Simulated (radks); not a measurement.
**Nuclear size and the levels of Fe**

One table from this session's results is given with a row withheld; the runs are named, their logs left out.

Method: Dirac Kohn-Sham, relativistic LDA (MacDonald-Vosko exchange, VWN5 correlation), spin-unpolarised, spherical densities, finite nucleus; open shells are shared between the two j in proportion to 2j + 1. Code: radks (a radial shooting solver on a logarithmic mesh, Libxc functionals) version 1.

**What is computed**

```
element            : iron (Z = 26)
charge             : 0
electrons          : 26
configuration      : [Ar] 3d6 4s2
nuclear rms radius : 3.7377 fm
```

The outer shells:

Fe
```
[Ar] core
3d [↑↓][↑ ][↑ ][↑ ][↑ ]
4s [↑↓]
```

Set-up of the first run:

Settings of this run:

```text
Z 26
configuration [Ar] 3d6 4s2 4p0 5s0
relativity Dirac
functional lda_x_rel,vwn5
spin unpolarised
j_filling average
nucleus finite rms 3.7377 fm
c 137.035999084
```

Among the steps run: rms radius 3.7377 fm.

One of the session's tables, all rows but one given; the rest of the session is left out.

From the orbitals of this run (lengths in bohr):

| level | <r> | outermost maximum (interpolated) | 90 % within | nodes |
| --- | --- | --- | --- | --- |
| 3p1/2 | 0.8527 | 0.708 | 1.32 | 1 |
| 3p3/2 | 0.8623 | 0.715 | 1.33 | 1 |
| 3d3/2 | 1.136 | 0.706 | 2.01 | 0 |
| 3d5/2 | 1.143 | 0.708 | 2.02 | 0 |
| 4s1/2 | 2.967 | 2.39 | 4.54 | 3 |
| 4p1/2 | ? | ? | ? | ? |
| 4p3/2 | 4.349 | 3.31 | 6.91 | 2 |
| 5s1/2 | 17.54 | 9.77 | 31.7 | 4 |

Estimate the missing values for 4p1/2.

**Answer.** <r>: 4.295; outermost maximum (interpolated): 3.27; 90 % within: 6.83; nodes: 2. In the column «<r>» it lies between 4s1/2 (2.967) and 4p3/2 (4.349).
